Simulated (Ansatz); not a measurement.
# LiBr+ (doublet): from Hartree-Fock to the top rungs at distance Br1–Li2 = 5.634 Å, cc-pVDZ

An exercise on one series of results from a longer session: the logs are not shown, and one member is left open.

Program: Ansatz 0.2.0, Gaussian basis. Level of theory: cc-pVDZ, core rule «outside noble gas», up to 15 orbitals frozen. These are calculated values, not measurements.

Plan: UHF; CCSD(T) on ROHF; CCSD(T) on UHF; BCCD(T) on ROHF; CCSDT(Q) on ROHF; CCSDT(Q) on UHF; Full CI.

67 further runs of the same task are left out: 52 for a known fault of the program, 10 that didn't finish, 5 set aside as unsound or not needed.

### The geometry

The geometry derives from a PBE0/def2-TZVP stationary point (not a proven minimum). One bond is set to the value named and the two fragments are kept rigid. No spin-orbit coupling is included. The filled d shell of Br may be among the frozen orbitals whatever the setting's name suggests; the logs give the count.

2 atoms, charge 1, spin multiplicity 2.

Atoms are counted from 1 here; the program's logs count them from 0.

No contacts short enough for the rule that draws bonds.

Set-up of the first run:

Contents of in.yaml:

```yaml
crystal:
  periodic: [false, false, false]
  atoms:
    - {symbol: Br, position_ang: [0.000000, 0.000000, 0.000000]}
    - {symbol: Li, position_ang: [0.000000, 0.000000, 5.634000]}
basis:
  gaussian: {orbitals: cc-pVDZ}
total_charge: 1
magnetization: {spin_polarized: true, initial_magnetization: 1}
hamiltonian: {xc: hf}
output: {orbitals: {seedname: orbitals}}
```

Started as:

```bash
> ansatz run in.yaml --threads 1 --pin off --events-out ev --progress --plain --max-ram 2393MiB
```

Among the steps run: UHF; CCSD(T) on ROHF; CCSD(T) on UHF; BCCD(T) on ROHF; CCSDT(Q) on ROHF; CCSDT(Q) on UHF; Full CI.

One of the session's tables, all rows but one given; the rest of the session is left out.

| method | from FCI (meV) |
| --- | --- |
| ROHF | +3028.4 |
| UHF | +2933.8 |
| RMP2 | +402.9 |
| UMP2 | ? |
| RCCSD | +33.6 |
| UCCSD | +29.5 |
| RCCSD(T) | +8.6 |
| UCCSD(T) | +6.2 |
| BCCD(T) | +8.5 |
| RCCSDT | +4.0 |
| UCCSDT | +1.9 |
| RCCSDT(Q) | +0.3 |
| UCCSDT(Q) | -1.8 |
| FCI | 0 |

**Question.** Estimate the row for UMP2.

As computed: from FCI (meV): +416.5. In the column «from FCI (meV)» it lies between RMP2 (+402.9) and UHF (+2933.8).

Limits of these values: Levels on UHF freeze UHF's core orbitals, full CI those of ROHF, so the U rows can settle a little off it for that reason alone. Restricted and unrestricted rows rest on different reference determinants; where their highest levels disagree by more than a few hundredths of an eV, they describe different states and don't form one ladder.
